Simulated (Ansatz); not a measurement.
**MoC (triplet): from Hartree-Fock to the top rungs, def2-TZVPP**

The task here is to estimate one member of a computed series from the others.

The runs use Ansatz 0.2.0, Gaussian basis; def2-TZVPP, core rule «outside noble gas», up to 5 orbitals frozen.

Plan: UHF; ROHF; CCSD(T) on UHF.

2 further runs of the same task are left out: 2 set aside as unsound or not needed.

## The system

The geometry is a PBE0/def2-TZVP stationary point (not a proven minimum). No spin-orbit coupling is included. Elements past krypton take def2 core potentials.

2 atoms, charge 0, spin multiplicity 3.

Atoms are counted from 1 here; the program's logs count them from 0.

Bond lengths: Mo1–C2 1.654 Å.

The first run:

Input file in.yaml:

```yaml
crystal:
  periodic: [false, false, false]
  atoms:
    - {symbol: Mo, position_ang: [0.000000, 0.000000, 0.000000]}
    - {symbol: C, position_ang: [0.000000, 0.000000, 1.653600]}
basis:
  gaussian: {orbitals: def2-TZVPP}
magnetization: {spin_polarized: true, initial_magnetization: 2}
hamiltonian: {xc: hf}
output: {orbitals: {seedname: orbitals}}
```

On the command line:

```console
$ ansatz run in.yaml --threads 1 --pin off --events-out ev --progress --plain --max-ram 4096MiB --backend cpu
```

Among the steps run: UHF; ROHF; CCSD(T) on UHF.

One of the session's tables, all rows but one given; the rest of the session is left out.

It belongs to the step «Misses and costs». 

```
  method  from UCCSD(T) (meV)
    ROHF             +10220.8
     UHF                    ?
    UMP2              +1593.7
   UCCSD               +598.2
UCCSD(T)                    0
```

Q: Estimate the row for UHF from the others.

**Answer.** from UCCSD(T) (meV): +8892.0. In the column «from UCCSD(T) (meV)» it lies between UMP2 (+1593.7) and ROHF (+10220.8).

To keep in mind: The determinant is far from a pure spin state, so its energy mixes those of several spin states (harmless only where they are near-degenerate, as at dissociation).
